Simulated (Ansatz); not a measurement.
# AlN: a single-point run

Wanted: a converged single-point run for AlN, and a check of what comes out. The structure is shown as the input types it.

Computed with Ansatz 0.2.0 (density functional or hybrid calculation with the settings of its input, plane waves (as first typed), unless a step's input says otherwise).

### Step 1. The structure to begin with

It takes space group F-43m (No. 216, cubic). The conventional cell has a = 4.370 Å, b = 4.370 Å, c = 4.370 Å, α = 90.00°, β = 90.00°, γ = 90.00°. Al (site symmetry -43m) has 4 N at 1.89 Å as nearest neighbours. Around N (site symmetry -43m) lie 4 Al at 1.89 Å.

Coordinates:

```
Al N
1.0
     0.00000    2.18488    2.18488
     2.18488    0.00000    2.18488
     2.18488    2.18488    0.00000
Al N
1 1
Direct
  0.00000 0.00000 0.00000
  0.25000 0.25000 0.25000
```

### Step 2. Running it

Contents of input.yaml:

```yaml
crystal:
  lattice:
    - [0.0, 2.1848764127, 2.1848764127]
    - [2.1848764127, 0.0, 2.1848764127]
    - [2.1848764127, 2.1848764127, 0.0]
  atoms:
    - { symbol: Al, position: [0.0, 0.0, 0.0] }
    - { symbol: "N", position: [0.25, 0.25, 0.25] }
kpoints:
  mp_grid: { grid: [8, 8, 8] }
hamiltonian:
  xc: r2scan
scf:
  occupations: { method: fixed }
  n_extra_bands: 4
  convergence: { dr2_threshold: 1.0 }
  max_iter: 54
output:
  forces: true
  stress: true
  eigenvalues: true
```

On the command line:

```bash
ansatz run input.yaml --threads 4 --pin off --max-ram 3686MiB --backend cpu --events-out ev --progress --plain --runs-dir out
```

Q: Will this input give a usable result? If not, why, and what should change?

The run converged and reported no error, with warnings (force scf threshold loose, stress scf threshold loose). Its log warns: «scf.convergence.dr2_threshold = 1e0 eV is looser than this run's default, which is 1e-7 eV or tighter. The error in the forces grows as the threshold's square root ...»

The threshold asked is loose, but the program put off the close and ended at dr2 = 9.8e-8, so little accuracy was lost here.

Run again and compare: delete scf.convergence.dr2_threshold (the default then holds).
